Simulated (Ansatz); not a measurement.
# GaH7NP: the cost of one run

All numbers below are computed with Ansatz 0.2.0 (RKS B3LYP-D4/def2-mTZVP).

## Step 1: The starting structure

Bond lengths: Ga1–H3 1.570 Å, Ga1–N4 1.930 Å, N4–H5 1.060 Å, N4–H6 1.060 Å, Ga1–P7 2.590 Å, P7–H8 1.420 Å, P7–H9 1.420 Å. Angles: H3–Ga1–N4 120.0°, H3–Ga1–P7 105.4°, N4–Ga1–P7 92.8°, Ga1–N4–H5 120.0°, Ga1–N4–H6 120.0°, H5–N4–H6 120.0°, Ga1–P7–H8 109.5°, Ga1–P7–H9 109.5°, H8–P7–H9 109.4°.

Coordinates:

```xyz
10

Ga    0.0000    0.0000    0.0000
H     0.0000    0.0000    1.9200
H     1.3596    0.0000   -0.7850
N    -1.6714    0.0000   -0.9650
H    -2.3403   -0.8164   -0.8664
H    -1.9204    0.8164   -1.5936
P    -0.3239    2.4364    0.8167
H    -1.6437    2.8657    0.5159
H    -0.1153    2.4977    2.2199
H    -0.1292    0.9716    1.9729
```

## Step 2: A restrained relaxation towards end A

Springs on the bonds that form and break draw the guess towards this end; the thresholds are loose.

Input file input.yaml:

```yaml
crystal:
  periodic: [false, false, false]
  atoms:
    - { symbol: Ga, position_ang: [0.0, 0.0, 0.0] }
    - { symbol: H, position_ang: [0.0, 0.0, 1.92] }
    - { symbol: H, position_ang: [1.3596, 0.0, -0.785] }
    - { symbol: "N", position_ang: [-1.6714, 0.0, -0.965] }
    - { symbol: H, position_ang: [-2.3403, -0.8164, -0.8664] }
    - { symbol: H, position_ang: [-1.9204, 0.8164, -1.5936] }
    - { symbol: P, position_ang: [-0.3239, 2.4364, 0.8167] }
    - { symbol: H, position_ang: [-1.6437, 2.8657, 0.5159] }
    - { symbol: H, position_ang: [-0.1153, 2.4977, 2.2199] }
    - { symbol: H, position_ang: [-0.1292, 0.9716, 1.9729] }
basis:
  gaussian: { orbitals: def2-mTZVP }
hamiltonian:
  xc: b3lyp
  dispersion: d4
relax:
  f_tol: 0.15
  max_steps: 25
  restrain:
    - { distance: [0, 6], at: 3.49, k: 30.0 }
    - { distance: [9, 1], at: 1.86, k: 30.0 }
    - { distance: [0, 1], at: 1.57, k: 30.0 }
    - { distance: [9, 6], at: 1.42, k: 30.0 }
```

Launch:

```sh
$ ansatz run input.yaml --threads 2 --pin off --max-ram 3072MiB --backend cpu --events-out ev --progress --plain --runs-dir out
```

Q: Estimate wall time and peak memory on 2 threads of Arm Neoverse V2, shared host.

About 26 s, with a peak of 0.21 GiB.
